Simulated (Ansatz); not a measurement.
Crystal: GeCN2.

```xyz
4
Lattice="1.7938 1.0356 4.9220 -1.7938 1.0356 4.9220 0.0000 -2.0713 4.9220" Properties=species:S:1:pos:R:3 pbc="T T T"
Ge    0.0000    0.0000    0.0000
N     0.0000    0.0000    8.6219
N     0.0000    0.0000    6.1440
C     0.0000    0.0000    7.3829
```

The cell comes from a database or a generator and needn't be the stable form of this composition.

Base run:

```yaml
Program: Ansatz 0.2.0
Functional: PBE0 form with a typed share of exact exchange
Potentials_or_basis: Ansatz PAW
Cutoff: "420 eV (not typed: the program's choice for these potentials)"
k_mesh: 5 × 5 × 5
Occupations: fermi-dirac, width 0.05 eV
Spin: no spin polarisation
```

Its results: band gap on the k mesh 1.98 eV, indirect (least direct gap 2.78 eV); pressure -1.4 GPa; largest force 0.414 eV/Å.

Q: The run is repeated on the same cell with these changes: share of exact exchange from 0.1 to 0.15. What comes out?

A: Band gap on the k mesh 2.24 eV, indirect (least direct gap 3.06 eV); pressure -2.1 GPa; largest force 0.611 eV/Å.

Caveats: odd divisions of the mesh miss points on the zone boundary, where band edges often lie, so the gap on the mesh can be too wide; the PAW data sets come from PBE, with cores solved anew for the run's functional, which leaves a small shift of forces and pressure; the thresholds are loose for stress.

A k mesh can miss the band edges.
